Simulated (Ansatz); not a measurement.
# CH6BNO2 (SMILES OBNCO): wB97M-V/def2-SVP

What is the energy change on altering one bond length of CH6BNO2 at wB97M-V/def2-SVP? 

The results are computed with Ansatz 0.2.0.

112 further runs of the same task are left out: 112 set aside as unsound or not needed.

### 1 The molecule

CH6BNO2: 11 atoms, total charge 0, spin state singlet. SMILES: `OBNCO`. The coordinates come from a PBE0-D4/def2-TZVP relaxation. This is a higher conformer, about 10 kJ/mol above the lowest found by a separate search.

Bond lengths: O1–B2 1.362 Å, B2–N3 1.416 Å, N3–C4 1.423 Å, C4–O5 1.424 Å, O1–H6 0.965 Å, B2–H7 1.197 Å, N3–H8 1.004 Å, C4–H9 1.100 Å, C4–H10 1.096 Å, O5–H11 0.962 Å. Some angles: O1–B2–N3 121.8°, B2–N3–C4 124.5°, N3–C4–O5 109.1°, O1–B2–H7 118.8°, N3–B2–H7 119.3°, B2–O1–H6 111.4°, B2–N3–H8 119.6°, C4–N3–H8 115.8°, N3–C4–H9 110.6°, N3–C4–H10 109.5°.

### 2 A single-point energy at wB97M-V/def2-SVP

Input file in.yaml:

```yaml
crystal:
  periodic: [false, false, false]
  atoms:
    - symbol: O
      position_ang: [-0.365300, 1.867300, 0.524000]
    - symbol: B
      position_ang: [-0.151000, 0.776300, 1.310700]
    - symbol: N
      position_ang: [0.041300, -0.514500, 0.761600]
    - symbol: C
      position_ang: [-0.074500, -0.827100, -0.621300]
    - symbol: O
      position_ang: [0.833500, -0.016400, -1.360600]
    - symbol: H
      position_ang: [-0.145900, 1.684700, -0.397300]
    - symbol: H
      position_ang: [-0.135500, 0.915900, 2.499600]
    - symbol: H
      position_ang: [0.344000, -1.265700, 1.354800]
    - symbol: H
      position_ang: [-1.095800, -0.629000, -0.978300]
    - symbol: H
      position_ang: [0.142100, -1.890000, -0.774600]
    - symbol: H
      position_ang: [0.672700, -0.158500, -2.298200]
basis:
  gaussian:
    orbitals: def2-SVP
hamiltonian:
  xc: {name: wB97M-V}
accuracy: high
output: {orbitals: {seedname: orbitals}}
```

Command:

```
ansatz run in.yaml --threads 1 --pin off --max-ram 3480MiB --events-out events.jsonl --progress --plain --runs-dir runs
```

Output:

```text
Warning: RAYON_NUM_THREADS=1 ignored (pool sized by the plan → 1); use --threads N
Functional definition: wB97M-V
  name "wB97M-V"
  parameter omega = 0.3/bohr
  parameter cx = 0.15
  parameter cx01 = 1.007
  parameter cx10 = 0.259
  parameter css00 = 0.443
  parameter css04 = -1.437
  parameter css10 = -4.535
  parameter css20 = -3.390
  parameter css43 = 4.278
  parameter cos00 = 1.000
  parameter cos10 = 1.358
  parameter cos20 = 2.924
  parameter cos21 = -8.812
  parameter cos60 = -1.390
  parameter cos61 = 9.142
  parameter b = 6.0
  parameter c = 0.01
  gx(w, u) = 1 - cx + cx01*u + cx10*w
  gss(w, u) = css00 + css04*u^4 + css10*w + css20*w^2 + css43*w^4*u^3
  gos(w, u) = cos00 + cos10*w + (cos20 + cos21*u)*w^2 + (cos60 + cos61*u)*w^6
  exchange = spin_sum(e_x_unif_sr(omega)*gx(b97_w, b97_u_x)) + cx*exact_x_sr(omega) + exact_x_lr(omega)
  correlation = spin_sum(e_c_pw_mod_same_spin*gss(b97_w, b97_u_same))
      + integral(e_c_pw_mod_opposite_spin*gos(b97_w_opposite, b97_u_opposite)) + vv10(b, c)
2436 factors; integrals over basis functions are off by at most 3.5e-9 eV
379 factors; integrals over basis functions are off by at most 2.4e-9 eV
mean field evaluation 1: about -7382.7671 eV, gradient 5.6e1 eV
mean field evaluation 2: about -7383.8457 eV, gradient 5.4e1 eV
mean field evaluation 4: about -7388.6813 eV, gradient 2.0e0 eV
mean field evaluation 8: about -7388.8622 eV, gradient 8.6e-2 eV
mean field evaluation 16: about -7388.8622 eV, gradient 1.0e-4 eV
mean field -7388.86222252 eV, -271.5356783268 hartree, gradient 7.9e-8 eV, S^2 0.000000; 0 other end points of the search recorded, 0 dependent functions left out
reference -7388.86222696 eV, -271.5356784901 hartree; 20, 20 occupied and 80, 80 virtual orbitals, 2436 factors
Total energy: -7388.86222696 eV, -271.5356784901 hartree
```

Run time: 89 s. Hardware: 1 thread of Arm Neoverse V1, shared host; peak memory 0.66 GiB.

### 3 The distorted shape, same level

Input file run.yaml:

```yaml
crystal:
  periodic: [false, false, false]
  atoms:
    - {symbol: O, position_ang: [-0.307397, 2.023607, 1.215481]}
    - {symbol: B, position_ang: [-0.093097, 0.932607, 2.002181]}
    - {symbol: "N", position_ang: [0.099203, -0.358193, 1.453081]}
    - {symbol: C, position_ang: [-0.074500, -0.827100, -0.621300]}
    - {symbol: O, position_ang: [0.833500, -0.016400, -1.360600]}
    - {symbol: H, position_ang: [-0.087997, 1.841007, 0.294181]}
    - {symbol: H, position_ang: [-0.077597, 1.072207, 3.191081]}
    - {symbol: H, position_ang: [0.401903, -1.109393, 2.046281]}
    - {symbol: H, position_ang: [-1.095800, -0.629000, -0.978300]}
    - {symbol: H, position_ang: [0.142100, -1.890000, -0.774600]}
    - {symbol: H, position_ang: [0.672700, -0.158500, -2.298200]}
basis:
  gaussian:
    orbitals: def2-SVP
hamiltonian:
  xc: {name: wB97M-V}
accuracy: high
output: {orbitals: {seedname: orbitals}}
```

Command:

```
ansatz run run.yaml --threads 1 --pin off --max-ram 3480MiB --events-out events.jsonl --progress --plain --runs-dir runs
```

Output, cut to the lines that bear on the results:

```text
Warning: RAYON_NUM_THREADS=1 ignored (pool sized by the plan → 1); use --threads N
Functional definition: wB97M-V
  name "wB97M-V"
[...]
  gx(w, u) = 1 - cx + cx01*u + cx10*w
  gss(w, u) = css00 + css04*u^4 + css10*w + css20*w^2 + css43*w^4*u^3
  gos(w, u) = cos00 + cos10*w + (cos20 + cos21*u)*w^2 + (cos60 + cos61*u)*w^6
[...]
      + integral(e_c_pw_mod_opposite_spin*gos(b97_w_opposite, b97_u_opposite)) + vv10(b, c)
2407 factors; integrals over basis functions are off by at most 3.2e-9 eV
399 factors; integrals over basis functions are off by at most 2.5e-9 eV
[...]
mean field -7385.60178192 eV, -271.4158593447 hartree, gradient 4.9e-8 eV, S^2 0.000000; 0 other end points of the search recorded, 0 dependent functions left out
reference -7385.60178658 eV, -271.4158595160 hartree; 20, 20 occupied and 80, 80 virtual orbitals, 2407 factors
Total energy: -7385.60178658 eV, -271.4158595160 hartree
```

Wall time 95 s (1 thread of Arm Neoverse V1, shared host); peak memory 0.65 GiB.

### 4 Summary of results

At wB97M-V/def2-SVP:

| quantity | value |
| --- | --- |
| first shape: total energy | -271.53568 Eh |
| first shape: HOMO energy | -9.77 eV |
| first shape: LUMO energy | 2.77 eV |
| first shape: HOMO–LUMO gap | 12.53 eV |
| distorted shape: total energy | -271.41586 Eh |
| distorted shape: HOMO energy | -9.35 eV |
| distorted shape: LUMO energy | 0.50 eV |
| distorted shape: HOMO–LUMO gap | 9.85 eV |
| energy change with the N3–C4 bond stretched from 1.423 to 2.134 Å | 3.260 eV |

With the N3–C4 bond stretched from 1.423 to 2.134 Å the energy rises by 3.26 eV (75 kcal/mol). The first shape isn't relaxed at this level, so the change isn't measured from a minimum.
